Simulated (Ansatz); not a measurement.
Crystal: Ta3AsAu2O13.

```
CELL_PARAMETERS angstrom
6.43030 -1.94333 -0.00483
6.43030 1.94333 -0.00483
-2.54785 0.00000 10.68617
ATOMIC_POSITIONS crystal
Ta 0.42174 0.42174 0.35289
Ta 0.60514 0.60514 0.67616
Ta 0.33575 0.33575 0.98865
As 0.62199 0.62199 0.00347
Au 0.71608 0.71608 0.34780
Au 0.30523 0.30523 0.63263
O 0.69967 0.69967 0.15479
O 0.56266 0.56266 0.34673
O 0.27377 0.27377 0.44492
O 0.32994 0.32994 0.81777
O 0.48263 0.48263 0.55126
O 0.75351 0.75351 0.62745
O 0.36278 0.36278 0.18289
O 0.87969 0.87969 0.36594
O 0.57427 0.57427 0.83568
O 0.11671 0.11671 0.67068
O 0.49325 0.49325 0.03078
O 0.16601 0.16601 0.98717
O 0.79918 0.79918 0.98234
```

The cell was built by a generator and needn't be a form met in nature.

| Property | Result |
| --- | --- |
| Program | Ansatz 0.2.0 |
| Task | relaxation of cell and atoms |
| Functional | r2SCAN |
| Potentials or basis | Ansatz PAW |
| Cutoff | 500 eV (not typed: the program's choice for these potentials) |
| k mesh | 5 × 5 × 2 |
| Occupations | fermi-dirac, width 0.05 eV |
| Spin | no spin polarisation |

At the start: volume 14.05 Å³/atom.

Where does the relaxation end?

It ends after 11 steps and the volume is 13.56 Å³/atom (-3.5 %); space group Cm (No. 8, to 0.05 Å).

The path:
| step | energy change (eV) | largest force (eV/Å) | volume (Å³) |
| --- | --- | --- | --- |
| 1 | 0.0000 | 0.5237 | 267.03 |
| 2 | -0.1437 | 0.4461 | 258.45 |
| 3 | -0.1591 | 0.1041 | 258.37 |
| 4 | -0.1616 | 0.0688 | 258.34 |
| 5 | -0.1641 | 0.1139 | 258.02 |
| 6 | -0.1659 | 0.0646 | 257.84 |
| 7 | -0.1661 | 0.0872 | 257.64 |
| 8 | -0.1668 | 0.0192 | 257.71 |
| 9 | -0.1668 | 0.0154 | 257.72 |
| 10 | -0.1668 | 0.0035 | 257.73 |
| 11 | -0.1616 | 0.0035 | 257.73 |

Final structure:
```cif
data_structure
_symmetry_space_group_name_H-M 'P 1'
_symmetry_Int_Tables_number 1
_cell_length_a 6.6065
_cell_length_b 6.6065
_cell_length_c 10.8690
_cell_angle_alpha 102.830
_cell_angle_beta 102.830
_cell_angle_gamma 33.956
_cell_volume 257.73
loop_
_atom_site_label
_atom_site_type_symbol
_atom_site_fract_x
_atom_site_fract_y
_atom_site_fract_z
_atom_site_occupancy
Ta1 Ta 0.42062 0.42062 0.35291 1
Ta2 Ta 0.60809 0.60809 0.67830 1
Ta3 Ta 0.33353 0.33353 0.98935 1
As1 As 0.62255 0.62255 0.00383 1
Au1 Au 0.71586 0.71586 0.34611 1
Au2 Au 0.30821 0.30821 0.63346 1
O1 O 0.70048 0.70048 0.15490 1
O2 O 0.56197 0.56197 0.34210 1
O3 O 0.27677 0.27677 0.44609 1
O4 O 0.33070 0.33070 0.81878 1
O5 O 0.48647 0.48647 0.55024 1
O6 O 0.75739 0.75739 0.62777 1
O7 O 0.35931 0.35931 0.18199 1
O8 O 0.87997 0.87997 0.36480 1
O9 O 0.57384 0.57384 0.83728 1
O10 O 0.11897 0.11897 0.67388 1
O11 O 0.49282 0.49282 0.03210 1
O12 O 0.16227 0.16227 0.98718 1
O13 O 0.79018 0.79018 0.97894 1
```

Caveat: the plane-wave basis is chosen anew once the cell has moved, so the energies of steps on either side of that aren't comparable; the PAW data sets come from PBE, with cores solved anew for the run's functional, which leaves a small shift of forces and pressure.
